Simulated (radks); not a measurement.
# Hf⁴⁺ in [Kr] 4d10 4f14 5s2 5p4 5f2: an all-electron calculation

Aim: the levels, the sizes of the orbitals and the parts of the energy of the hafnium ion Hf4+.

Program: radks (a radial shooting solver on a logarithmic mesh, Libxc functionals) version 1. Level of theory: scalar-relativistic Kohn-Sham, B86b exchange with PBE correlation, spin-polarised, spherical densities, point nucleus; open shells are filled with parallel spins first. These are calculated values, not measurements, unless marked.

## Step 1: The system

| Item | Value |
| --- | --- |
| element | hafnium (Z = 72) |
| charge | +4 |
| electrons | 68 |
| configuration | [Kr] 4d10 4f14 5s2 5p4 5f2 |

Outer shells as boxes (Hund's rule):

Hf⁴⁺
```
[Kr] core
4d [↑↓][↑↓][↑↓][↑↓][↑↓]
4f [↑↓][↑↓][↑↓][↑↓][↑↓][↑↓][↑↓]
5s [↑↓]
5p [↑↓][↑ ][↑ ]
5f [↑ ][↑ ][  ][  ][  ][  ][  ]
```

## Step 2: The calculation

The run's settings:

```text
Z 72
configuration [Kr] 4d10 4f14 5s2 5p4 5f2 6s0 5d0 6p0 6f0
relativity scalar-relativistic
functional b86_mgc,pbe
spin polarised
nucleus point
c 137.035999084
```

Started as:

```console
> python run_ks.py task.json out
```

All runs below come from this command, one after another.

Q: Predict the outcome of this run.

As calculated:

| quantity | value |
| --- | --- |
| total energy | -15071.9504 hartree |
| exchange-correlation share of it | 2.04 % |
| −T/E | 1.0959 |
| highest occupied level | 5f up, -21.669 eV |
| most extended occupied level | 5f up, <r> = 3.02 bohr |
| radius at density 0.001 e/bohr³ | 4.47 bohr |
| maxima of the radial density | 4 |

5 principal shells are occupied and 4 maxima appear in the radial density; where shells overlap, one shows as a shoulder or not at all. Relativity lifts −T/E to 1.096. This is not the tabulated ground configuration, so its levels and sizes aren't those of the ground state, and no measured value stands beside it.
